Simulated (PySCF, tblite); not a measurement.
# C2H12NOSi3 radical: geometry, infrared bands and EPR parameters

Aim: predict the infrared bands and EPR parameters of C2H12NOSi3 radical (`CN(C)[Si@@H]([SiH2])O[SiH3]`).

Computed with tblite 0.8.0 and PySCF 2.14.0, with density-fitted response routines of our own, on a single molecule in the gas phase. Atoms count from 0, in the outputs and in this text.

**1. The starting structure**

19 atoms, charge 0, multiplicity 2; geometry from: force field or distance geometry start.

Bonds of the start (Å): C0–N1 1.45, N1–C2 1.45, N1–Si3 1.80, Si3–Si4 2.20, Si3–O5 1.72, O5–Si6 1.71, C0–H7 1.10, C0–H8 1.12, C0–H9 1.10, C2–H10 1.10, C2–H11 1.13, C2–H12 1.11, Si3–H13 1.47, Si4–H14 1.44, Si4–H15 1.45, Si6–H16 1.46, Si6–H17 1.46, Si6–H18 1.46.

**2. Geometry optimisation with GFN2-xTB**

Job settings and geometry (Å):

```
{"job": {"kind": "relax", "xc": "GFN2-xTB", "basis": "xTB"}, "charge": 0, "multiplicity": 2}
C     -1.594400    -0.805500    -1.229800
N     -1.099000     0.457300    -0.705700
C     -2.215800     1.094100    -0.031100
Si     0.175100     0.013000     0.485400
Si     1.390900    -1.711800    -0.146600
O      1.245900     1.341500     0.675300
Si     2.733700     1.093700    -0.138800
H     -0.823000    -1.579900    -1.160500
H     -2.455100    -1.095900    -0.571000
H     -1.964600    -0.636600    -2.252200
H     -2.165800     0.987200     1.065200
H     -3.170700     0.588700    -0.356200
H     -2.254100     2.176900    -0.259100
H     -0.487800    -0.169400     1.780600
H      0.647600    -2.862400    -0.603900
H      2.548800    -1.998300     0.685100
H      3.719800     0.362700     0.660600
H      3.315000     2.385300    -0.486300
H      2.443700     0.368700    -1.372800
```

On the command line:

```sh
$ OMP_NUM_THREADS=1 python probes_run.py task.json out
```

The driver reads the jobs from task.json and runs them one after another.

**Question.** This job is followed by: GFN2-xTB harmonic vibrations, gas phase; UKS B3LYP, pcH-1 on C H N O Si, non-relativistic, mean-field spin-orbit, GIAO. Predict these results of the whole session: strongest single infrared mode (GFN2-xTB); zero-point energy (GFN2-xTB); g(iso) (B3LYP); ⟨S²⟩; largest a(iso) (averaged by class); potential on the surface of density 0.002 e/bohr³, 1st and 99th percentile.

**Answer**, as computed:

| quantity | value |
| --- | --- |
| strongest single infrared mode (GFN2-xTB) | 1100 cm⁻¹, 570 km/mol |
| zero-point energy (GFN2-xTB) | 83.2 kcal/mol |
| g(iso) (B3LYP) | 2.00400 |
| ⟨S²⟩ | 0.752 (exact 0.75) |
| largest a(iso) (averaged by class) | 29Si on Si4, -360.7 MHz |
| potential on the surface of density 0.002 e/bohr³, 1st and 99th percentile | -0.65 V and 1.27 V |

In words: Over 235 steps the energy fell by 1.851 eV; of the close pairs, O5–Si6 changed most, 1.714 to 1.609 Å. All 51 modes are real, so the xTB geometry is a minimum. The strongest single mode, at 1100 cm⁻¹, moves mainly O5. Unscaled tight-binding wavenumbers are off by several per cent, some by more. Its intensities can rank the bands wrongly. Si4 carries the largest spin population, 0.98 e. The isotropic g lies 1.7 ppt above the free-electron value. These values are for one conformer; the search (at its own cheap level) found 2 more, at 0.15, 2.39 kcal/mol, and measured spectra average over such forms.
